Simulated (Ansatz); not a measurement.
The same calculation of C3H2BrF, SMILES C#CC(F)Br as a Python script and as an input file (Ansatz 0.2.0, Python API).

`c3h2brf_opt.py`
```python
"""Relax the C3H2BrF molecule."""

import argparse
import itertools
import warnings

import ansatz
from ase.data import atomic_numbers, covalent_radii
import numpy as np

parser = argparse.ArgumentParser(description="Relax the C3H2BrF molecule.")
parser.add_argument("--basis", required=True, help="Gaussian basis set")
parser.add_argument("--xc", required=True, help="exchange-correlation functional")
parser.add_argument("--vdw", required=True, help="dispersion correction")
args = parser.parse_args()

GEOMETRY = """
C     1.76450    0.05610    0.03860
C     0.56530   -0.01660    0.06900
C    -0.89340   -0.11040    0.10840
F    -1.26690   -1.33040   -0.35970
Br   -1.70980    1.27680   -0.98170
H     2.82820    0.11780    0.00470
H    -1.28790    0.00670    1.12070
"""


def main() -> None:
    warnings.simplefilter("ignore", ansatz.DeckWarning)

    molecule = ansatz.Crystal.molecule()
    for line in GEOMETRY.strip().splitlines():
        symbol, *xyz = line.split()
        molecule = molecule.atom(symbol, [float(v) for v in xyz])

    calc = molecule.calculation().basis(gaussian=args.basis).functional(args.xc, dispersion=args.vdw)
    symbols = [site.symbol for site in molecule.cartesian_sites]
    start = np.array([site.position_ang for site in molecule.cartesian_sites], dtype=float)
    report = calc.relax(force_tolerance=0.02, max_steps=100).run().report
    end = np.array(report["positions_ang"])

    for key in ("converged", "free_energy_ev", "reference_energy_ev", "n_frozen", "n_occupied", "n_virtual"):
        print(f"{key:22s} {report[key]}")

    # pairs closer than 1.2 times the sum of covalent radii, before or after
    radius = [covalent_radii[atomic_numbers[s]] for s in symbols]
    span = lambda where, i, j: np.linalg.norm(where[i] - where[j])
    bonded = [(i, j) for i, j in itertools.combinations(range(len(symbols)), 2) if min(span(start, i, j), span(end, i, j)) < 1.2 * (radius[i] + radius[j])]
    print("pair        before    after (A)")
    for i, j in bonded:
        print(f"{symbols[i]}{i}-{symbols[j]}{j}".ljust(10), f"{span(start, i, j):8.4f} {span(end, i, j):8.4f}")

    charges = report["charge_distribution"]
    dipole = np.array(charges["dipole_moment_e_ang"]) * 4.803205
    print("dipole (D): {:.3f} {:.3f} {:.3f}, length {:.3f}".format(*dipole, np.linalg.norm(dipole)))
    print("atom  Mulliken   Lowdin")
    for symbol, m, l in zip(symbols, charges["mulliken_charges_e"], charges["lowdin_charges_e"]):
        print(f"{symbol:4s} {m:9.3f} {l:8.3f}")
    with open("c3h2brf_opt.xyz", "w") as handle:
        handle.write(f"{len(symbols)}\nrelaxed C3H2BrF\n")
        handle.writelines(f"{s:2s} {x:11.6f} {y:11.6f} {z:11.6f}\n" for s, (x, y, z) in zip(symbols, end))


if __name__ == "__main__":
    main()
```

```console
$ python c3h2brf_opt.py --basis def2-SVP --xc pbe --vdw d4
converged              True
free_energy_ev         -75874.42614846038
reference_energy_ev    -75874.27813423605
n_frozen               0
n_occupied             [32, 32]
n_virtual              [66, 66]
pair        before    after (A)
C0-C1        1.2018   1.2217
C0-H5        1.0660   1.0818
C1-C2        1.4622   1.4503
C2-F3        1.3591   1.3642
C2-Br4       1.9440   1.9942
C2-H6        1.0927   1.1094
dipole (D): 1.439 0.205 1.262, length 1.925
atom  Mulliken   Lowdin
C       -0.377    0.009
C        0.334   -0.141
C        0.158   -0.107
F       -0.162    0.092
Br      -0.085    0.112
H        0.038    0.036
H        0.094   -0.003
```

`input.yaml`:
```yaml
crystal:
  periodic: [false, false, false]
  atoms:
    - { symbol: C, position_ang: [1.7645, 0.0561, 0.0386] }
    - { symbol: C, position_ang: [0.5653, -0.0166, 0.069] }
    - { symbol: C, position_ang: [-0.8934, -0.1104, 0.1084] }
    - { symbol: F, position_ang: [-1.2669, -1.3304, -0.3597] }
    - { symbol: Br, position_ang: [-1.7098, 1.2768, -0.9817] }
    - { symbol: H, position_ang: [2.8282, 0.1178, 0.0047] }
    - { symbol: H, position_ang: [-1.2879, 0.0067, 1.1207] }
basis:
  gaussian:
    orbitals: def2-SVP
hamiltonian:
  xc: pbe
  dispersion: d4
relax:
  f_tol: 0.02
  max_steps: 100
```

Reading the output:
- Total energies depend on the basis set; only differences at equal settings carry meaning.
- The end point is the stationary point reached from this start; no frequency run checks that it is a minimum, and the basis set is modest.
- The Löwdin charges here are taken after orthogonalising the functions within each atom; they differ from plain Löwdin charges, and their signs can be unphysical.
- Total less reference energy is the dispersion correction.
- Timing: 24 s on 1 thread of Arm Neoverse V1, with other jobs on the host, peak memory 0.21 GiB.
